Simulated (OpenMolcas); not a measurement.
# Mo⁴⁺ among point charges: CASSCF and CASPT2 levels and susceptibility

How does a field of 6 point charges split the states of Mo⁴⁺, and what χT follows?

Method: state-averaged CASSCF and CASPT2, spin-orbit coupling by RASSI with atomic mean-field integrals. Code: OpenMolcas 26.06.

## (1) What is computed

* Species: Mo⁴⁺ (molybdenum, Z = 42, 38 electrons)
* Basis: ANO-RCC-VTZP [7s6p4d2f1g], 68 functions
* Scalar Hamiltonian: DKH2, point nucleus
* Inactive shells: 1s 2s 2p 3s 3p 3d 4s 4p
* Active space: 2 electrons in 5 orbitals (4d)
* Some configurations of this space: 4d2
* Orbitals: optimised for each spin and parity, averaged over all roots

Outer shells as boxes (Hund's rule):

4d2
```
4d [↑ ][↑ ][  ][  ][  ]
```

The ion sits among 6 point charges of -0.5 e arranged as an octahedron (Oh), 2.05 Å from the ion.

The work runs as a chain of OpenMolcas steps in one folder; each step below is one input file. Labels, J, g values, rates, χT and fits are worked out afterwards by a script from the matrices that RASSI stores. The input lists half of the charges; inversion (Group=XYZ) makes the rest.

## (2) Basis and integrals

The input, a.inp:

```
&GATEWAY
Coord
1

Mo 0.0 0.0 0.0
Basis=ANO-RCC-VTZP
Group=XYZ
NoMove
AngMom=0.0 0.0 0.0
AMFI
XField
3 Angstrom 0
2.050000 0.000000 0.000000 -0.500000
0.000000 2.050000 0.000000 -0.500000
0.000000 0.000000 2.050000 -0.500000
&SEWARD
```

The run is started by

```
OMP_NUM_THREADS=1 MOLCAS_MEM=1689 MOLCAS_PROJECT=a pymolcas a.inp > a.log
```

The program printed:

```text
Basis set label: MO.ANO-RCC...7S6P4D2F1G.

      Electronic valence basis set:
      ------------------
      Associated Effective Charge  42.000000 au
      Associated Actual Charge     42.000000 au
      Nuclear Model: Point charge

      Shell  nPrim  nBasis  Cartesian Spherical Contaminant
         s      21       7        X
         p      18       6        X
         d      13       4                 X
         f       6       2                 X
         g       4       1                 X
                  Relativistic Douglas-Kroll-Hess integrals:
                    - DKH order of Hamiltonian: 2
                    - DKH order of Properties : 0
                  Atomic mean-field integrals
```

## (3) CASSCF: triplets of even parity, 10 roots

The input, a.inp:

```
&RASSCF
FileOrb=start.orb
Symmetry=1
Spin=3
nActEl=2 0 0
Inactive=9 9
Ras2=5 0
CIRoot=10 10 1
SDav=10
CIMx=300
Iter=120 100
PrWF=0.3
OrbListing=Nothing
MaxOrb=0
>>> COPY $Project.JobIph JOB001
```

start.orb holds the contracted functions of the basis, ordered by shell, or the orbitals of the step before.

The program printed:

```text
Wave function specifications:
      -----------------------------

      Number of closed shell electrons          36
      Number of electrons in active shells       2
      Max number of holes in RAS1 space          0
      Max nr of electrons in RAS3 space          0
      Number of inactive orbitals               18
      Number of active orbitals                  5
      Number of secondary orbitals              45
      Spin quantum number                      1.0
      State symmetry                             1
Orbital specifications:
      -----------------------

      Symmetry species                           1   2
                                                ag  au
      Frozen orbitals                            0   0
      Inactive orbitals                          9   9
      Active orbitals                            5   0
      RAS1 orbitals                              0   0
      RAS2 orbitals                              5   0
      RAS3 orbitals                              0   0
      Secondary orbitals                        22  23
      Deleted orbitals                           0   0
      Number of basis functions                 36  32
      Number of CSFs                            10
      Number of root(s) required                10
      Iter CI   SX   CI       RASSCF       Energy    max ROT     max BLB   max BLB  Level Ln srch  Step   QN
          iter iter root      energy       change     param      element    value   shift minimum  type update
 Nr of preliminary CI iterations:   1
      Total energies have been shifted. Add                -4000.00 au
        1   1    9    0   -45.35009801    0.00E+00   2.66E-01*   8  14 2 -3.25E-01*  0.03   0.00    SX    NO
        2   1    9    0   -45.58287876   -2.33E-01* -1.14E-02    9  17 1 -9.29E-02*  0.13   0.00    SX    NO
        3   1    8    0   -45.58910744   -6.23E-03*  6.64E-03    3  17 1 -1.70E-02*  0.11   0.00    SX    NO
        4   1    8    0   -45.58951360   -4.06E-04*  1.84E-03    9  17 1 -5.98E-03*  0.12   0.00    SX    NO
        5   1    7    0   -45.58954575   -3.21E-05*  4.81E-04    9  17 1  1.33E-03*  0.11   0.78    QN   YES
        6   1    5    0   -45.58954858   -2.83E-06* -7.83E-06    9  17 1 -4.30E-05   0.11   1.00    QN   YES
        7   1    4    0   -45.58954858   -1.10E-09   1.95E-06    9  17 1 -7.92E-06   0.11   1.16    QN   YES
      Convergence after  7 iterations
        8   1    4    0   -45.58954858   -2.64E-11   1.95E-06    9  12 2 -1.30E-07   0.11   1.16    QN   YES
      Natural orbitals and occupation numbers for root  1
      sym 1:   0.128474   0.871526  -0.000000   0.871526   0.128474
      Natural orbitals and occupation numbers for root  2
      sym 1:   0.895398   0.104602   0.104602   0.895398   0.000000
      Natural orbitals and occupation numbers for root  3
      sym 1:   0.888640   0.888640   0.111360   0.111360  -0.000000
::    RASSCF root number  1 Total energy:  -4045.61458812
::    RASSCF root number  2 Total energy:  -4045.61458812
::    RASSCF root number  3 Total energy:  -4045.61458812
::    RASSCF root number  4 Total energy:  -4045.60490147
::    RASSCF root number  5 Total energy:  -4045.60490147
::    RASSCF root number  6 Total energy:  -4045.60490147
::    RASSCF root number  7 Total energy:  -4045.59309849
::    RASSCF root number  8 Total energy:  -4045.54797284
::    RASSCF root number  9 Total energy:  -4045.54797284
::    RASSCF root number 10 Total energy:  -4045.54797284
```

## (4) Reference wave functions, singlets of even parity, 15 roots

The input, a.inp:

```
&RASSCF
FileOrb=start.orb
Symmetry=1
Spin=1
nActEl=2 0 0
Inactive=9 9
Ras2=5 0
CIRoot=15 15 1
SDav=15
CIMx=300
Iter=120 100
PrWF=0.3
OrbListing=Nothing
MaxOrb=0
>>> COPY $Project.JobIph JOB002
```

The run is started by

```
OMP_NUM_THREADS=1 MOLCAS_MEM=1689 MOLCAS_PROJECT=a pymolcas a.inp > a.log
```

The program printed:

```text
Wave function specifications:
      -----------------------------

      Number of closed shell electrons          36
      Number of electrons in active shells       2
      Max number of holes in RAS1 space          0
      Max nr of electrons in RAS3 space          0
      Number of inactive orbitals               18
      Number of active orbitals                  5
      Number of secondary orbitals              45
      Spin quantum number                      0.0
      State symmetry                             1
Orbital specifications:
      -----------------------

      Symmetry species                           1   2
                                                ag  au
      Frozen orbitals                            0   0
      Inactive orbitals                          9   9
      Active orbitals                            5   0
      RAS1 orbitals                              0   0
      RAS2 orbitals                              5   0
      RAS3 orbitals                              0   0
      Secondary orbitals                        22  23
      Deleted orbitals                           0   0
      Number of basis functions                 36  32
      Number of CSFs                            15
      Number of root(s) required                15
      Iter CI   SX   CI       RASSCF       Energy    max ROT     max BLB   max BLB  Level Ln srch  Step   QN
          iter iter root      energy       change     param      element    value   shift minimum  type update
 Nr of preliminary CI iterations:   1
      Total energies have been shifted. Add                -4000.00 au
        1   1    7    0   -45.52937039    0.00E+00  -1.18E-02   10  18 1 -4.87E-03*  0.11   0.00    SX    NO
        2   1    7    0   -45.52962654   -2.56E-04*  9.19E-04    9  17 1  3.10E-03*  0.11   0.00    SX    NO
        3   1    6    0   -45.52963408   -7.54E-06*  3.57E-04    8  24 1 -4.62E-04*  0.11   0.00    SX    NO
        4   1    6    0   -45.52963452   -4.33E-07*  5.75E-05    9  17 1  1.95E-04*  0.11   0.00    SX    NO
        5   1    5    0   -45.52963455   -3.20E-08*  1.66E-05    9  17 1 -3.91E-05   0.11   0.79    QN   YES
        6   1    3    0   -45.52963455   -2.82E-09   9.54E-07    9  17 1  1.78E-06   0.11   1.01    QN   YES
      Convergence after  6 iterations
        7   1    3    0   -45.52963455   -7.73E-12   9.54E-07    9  17 1  3.07E-07   0.11   1.01    QN   YES
      Natural orbitals and occupation numbers for root  1
      sym 1:   0.017514   0.830986   0.409730   0.602905   0.138866
      Natural orbitals and occupation numbers for root  2
      sym 1:   0.807505   0.624279   0.009525   0.172508   0.386183
      Natural orbitals and occupation numbers for root  3
      sym 1:   0.302062   0.711499   0.287644   0.698762   0.000032
::    RASSCF root number  1 Total energy:  -4045.55959582
::    RASSCF root number  2 Total energy:  -4045.55959582
::    RASSCF root number  3 Total energy:  -4045.55959582
::    RASSCF root number  4 Total energy:  -4045.55675248
::    RASSCF root number  5 Total energy:  -4045.55675248
::    RASSCF root number  6 Total energy:  -4045.53132209
::    RASSCF root number  7 Total energy:  -4045.53132209
::    RASSCF root number  8 Total energy:  -4045.53132209
::    RASSCF root number  9 Total energy:  -4045.52614123
::    RASSCF root number 10 Total energy:  -4045.52614123
::    RASSCF root number 11 Total energy:  -4045.52614123
::    RASSCF root number 12 Total energy:  -4045.52516006
::    RASSCF root number 13 Total energy:  -4045.52280082
::    RASSCF root number 14 Total energy:  -4045.52280082
::    RASSCF root number 15 Total energy:  -4045.40907417
```

## (5) RASSI: spin-orbit coupling between the states

The input, a.inp:

```
&RASSI
NrOfJobIphs=2 10 15
1 2 3 4 5 6 7 8 9 10
1 2 3 4 5 6 7 8 9 10 11 12 13 14 15
IphNames
JOB001
JOB002
EJob
SpinOrbit
DIPRint=1.0
SOCoupling=1000.0
Subsets=2
Property=9
'ANGMOM' 1 'ANGMOM' 2 'ANGMOM' 3 'MLTPL  1' 1 'MLTPL  1' 2 'MLTPL  1' 3
'AMFI' 1 'AMFI' 2 'AMFI' 3
SOProperty=3
'ANGMOM' 1 'ANGMOM' 2 'ANGMOM' 3
```

The program printed:

```text
SPIN-FREE ENERGIES:
  (Shifted by EMIN (a.u.) =      -4045.6145881246)

 SF State       Relative EMIN(au)   Rel lowest level(eV)    D:o, cm**(-1)      L_eff

     1             0.0000000000        0.0000000000              0.0000         3.0
     2             0.0000000000        0.0000000000              0.0000         3.0
     3             0.0000000000        0.0000000000              0.0000         3.0
     4             0.0096866505        0.2635871878           2125.9740         3.0
     5             0.0096866505        0.2635871878           2125.9740         3.0
     6             0.0096866505        0.2635871878           2125.9740         3.0
     7             0.0214896354        0.5847627698           4716.4298         3.0
    11             0.0549923049        1.4964168482          12069.4158         2.1
    12             0.0549923049        1.4964168482          12069.4158         2.1
    13             0.0549923049        1.4964168482          12069.4158         2.1
    14             0.0578356431        1.5737880239          12693.4565         2.4
    15             0.0578356431        1.5737880239          12693.4565         2.4
    10             0.0666152837        1.8126942139          14620.3648         1.0
     8             0.0666152837        1.8126942139          14620.3648         1.0
     9             0.0666152837        1.8126942139          14620.3648         1.0
    16             0.0832660335        2.2657841976          18274.7820         3.9
    17             0.0832660335        2.2657841976          18274.7820         3.9
    18             0.0832660335        2.2657841976          18274.7820         3.9
    19             0.0884468920        2.4067625391          19411.8490         4.0
    20             0.0884468920        2.4067625391          19411.8490         4.0
    21             0.0884468920        2.4067625391          19411.8490         4.0
    22             0.0894280636        2.4334615800          19627.1913         4.0
    23             0.0917873009        2.4976596978          20144.9840         3.8
    24             0.0917873009        2.4976596978          20144.9840         3.8
    25             0.2055139574        5.5923196727          45105.1000         0.2
     Dipole printing threshold changed to   1.00000000E+00
Eigenvalues of complex Hamiltonian:
   -----------------------------------
  (Shifted by EMIN (a.u.) =      -4045.6145881246)

 SO State       Relative EMIN(au)   Rel lowest level(eV)    D:o, cm**(-1)     J-value

     1            -0.0063462572        0.0000000000              0.0000         1.6
     2            -0.0063462572        0.0000000000              0.0000         1.8
     3            -0.0047732284        0.0428042951            345.2399         1.8
     4            -0.0047732284        0.0428042951            345.2399         2.0
     5            -0.0047732284        0.0428042951            345.2399         2.0
     6             0.0013139412        0.2084446162           1681.2192         2.7
     7             0.0013139412        0.2084446162           1681.2192         2.5
     8             0.0013139412        0.2084446162           1681.2192         2.5
     9             0.0058262616        0.3312311095           2671.5591         3.2
    10             0.0073645516        0.3730901134           3009.1747         2.3
    11             0.0073645516        0.3730901134           3009.1747         2.3
    12             0.0073645516        0.3730901134           3009.1747         2.3
    13             0.0076696938        0.3813934563           3076.1457         2.4
    14             0.0121889567        0.5043688634           4068.0092         2.0
    15             0.0121889567        0.5043688634           4068.0092         3.4
    16             0.0121889567        0.5043688634           4068.0092         3.4
    17             0.0132671760        0.5337087051           4304.6510         2.9
    18             0.0132671760        0.5337087051           4304.6510         3.3
    19             0.0235253046        0.8128466053           6556.0500         2.8
    20             0.0235253046        0.8128466053           6556.0500         3.3
    21             0.0235253046        0.8128466053           6556.0500         2.8
    22             0.0537215462        1.6345281996          13183.3590         1.3
    23             0.0537215462        1.6345281996          13183.3590         1.8
    24             0.0537215462        1.6345281996          13183.3590         1.8
    25             0.0557483422        1.6896801282          13628.1893         1.5
    26             0.0557483422        1.6896801281          13628.1893         2.1
    27             0.0619164908        1.8575240018          14981.9415         0.1
    28             0.0646083557        1.9307733774          15572.7375         0.7
    29             0.0646083557        1.9307733774          15572.7375         0.7
    30             0.0646083557        1.9307733774          15572.7375         1.0
    31             0.0705517205        2.0925005736          16877.1553         1.8
    32             0.0705517205        2.0925005736          16877.1553         1.1
    33             0.0705517205        2.0925005736          16877.1553         1.8
    34             0.0710089204        2.1049416146          16977.4991         2.1
    35             0.0710089204        2.1049416146          16977.4991         1.3
    36             0.0836430567        2.4487339787          19750.3715         3.0
    37             0.0836430567        2.4487339787          19750.3715         3.0
    38             0.0836430567        2.4487339787          19750.3715         3.3
    39             0.0886545293        2.5851030951          20850.2626         3.4
    40             0.0886545293        2.5851030951          20850.2626         2.3
    41             0.0886545293        2.5851030951          20850.2626         3.7
Weights of the five most important spin-orbit-free states for each spin-orbit state.

 SO State  Total energy (au)           Spin-free states, spin, and weights
 -------------------------------------------------------------------------------------------------------
    1        -0.006346       3 1.0  0.5143    1 1.0  0.2065    2 1.0  0.1245    4 1.0  0.0781    5 1.0  0.0600
    2        -0.006346       2 1.0  0.4390    1 1.0  0.3570    6 1.0  0.0893    3 1.0  0.0493    5 1.0  0.0377
    3        -0.004773       3 1.0  0.3716    2 1.0  0.2889    1 1.0  0.2119    6 1.0  0.0492    4 1.0  0.0364
    4        -0.004773       1 1.0  0.3628    2 1.0  0.3422    3 1.0  0.1675    5 1.0  0.0499    4 1.0  0.0427
    5        -0.004773       3 1.0  0.3333    1 1.0  0.2978    2 1.0  0.2414    6 1.0  0.0434    5 1.0  0.0357
    6         0.001314       3 1.0  0.4182    2 1.0  0.4141    6 1.0  0.0704    4 1.0  0.0702    1 1.0  0.0219
    7         0.001314       3 1.0  0.4180    1 1.0  0.4160    6 1.0  0.0714    5 1.0  0.0705    2 1.0  0.0202
    8         0.001314       2 1.0  0.4199    1 1.0  0.4163    4 1.0  0.0718    5 1.0  0.0701    3 1.0  0.0180
    9         0.005826       1 1.0  0.3325    3 1.0  0.3325    2 1.0  0.3325   22 0.0  0.0024   10 1.0  0.0001
   10         0.007365       6 1.0  0.3666    5 1.0  0.3663    7 1.0  0.1309    1 1.0  0.0606    3 1.0  0.0601
   11         0.007365       6 1.0  0.3680    4 1.0  0.3663    7 1.0  0.1309    3 1.0  0.0611    2 1.0  0.0596
   12         0.007365       5 1.0  0.3681    4 1.0  0.3666    7 1.0  0.1309    2 1.0  0.0611    1 1.0  0.0601
```

These steps: 4.3 s of run time, 1 thread of Arm Neoverse V2, shared host.

States without spin-orbit coupling:

| state | degeneracy | E (cm-1) | free-ion L (%) |
| --- | --- | --- | --- |
| 3T1 | 3 | 0 | F (100) |
| 3T2 | 3 | 2126 | F (100) |
| 3A2 | 1 | 4716 | F (100) |
| 1T2 | 3 | 12069 | D (95) |
| 1E | 2 | 12693 | D (86) |
| 3T1 | 3 | 14620 | P (100) |
| 1T2 | 3 | 18275 | G (95) |
| 1T1 | 3 | 19412 | G (100) |
| 1A1 | 1 | 19627 | G (99) |
| 1E | 2 | 20145 | G (86) |
| 1A1 | 1 | 45105 | S (99) |

With spin-orbit coupling:

```csv
E (cm-1),Degeneracy,Label,2S+1
0.0,2,E,3
345.2,3,T2,3
1681,3,T1,3
2672,1,A1,3
3009,3,T2,3
3076,1,A2,3
4068,3,T1,3
4305,2,E,3
6556,3,T2,3
13183,3,T2,1
13628,2,E,1
14982,1,A1,3
15573,3,T1,3
16877,3,T2,3
16977,2,E,3
19750,3,T2,1
20850,3,T1,1
21067,1,A1,1
21639,2,E,1
46646,1,A1,1
```

Powder χT (cm³ K/mol): 0.00 at 2 K, 0.00 at 5 K, 0.01 at 10 K, 0.01 at 20 K, 0.03 at 50 K, 0.06 at 100 K, 0.09 at 150 K, 0.13 at 200 K, 0.17 at 250 K, 0.21 at 300 K.

A ligand-field fit to the states below 45000 cm-1 gives 10Dq = 2579 cm-1, B = 862 cm-1 and C = 3485 cm-1 (C/B = 4.04), with a deviation of 33 cm-1.

Orbitals of the lowest block (energies include the constant potential of the surroundings):

| shell | space | energy (hartree) | mean occupation | ⟨r²⟩ (bohr²) |
| --- | --- | --- | --- | --- |
| 1s | inactive | -739.7382 | 2.000 | 0.00163 |
| 2s | inactive | -108.1802 | 2.000 | 0.0277 |
| 2p | inactive | -96.6342 | 6.000 | 0.0219 |
| 3s | inactive | -20.4776 | 2.000 | 0.208 |
| 3p | inactive | -16.5793 | 6.000 | 0.213 |
| 3d | inactive | -10.2170 | 10.000 | 0.205 |
| 4s | inactive | -3.8860 | 2.000 | 1.35 |
| 4p | inactive | -2.6942 | 6.000 | 1.64 |
| 4d | RAS2 |  | 2.000 | 2.73 |

[end of part 1 of 2]
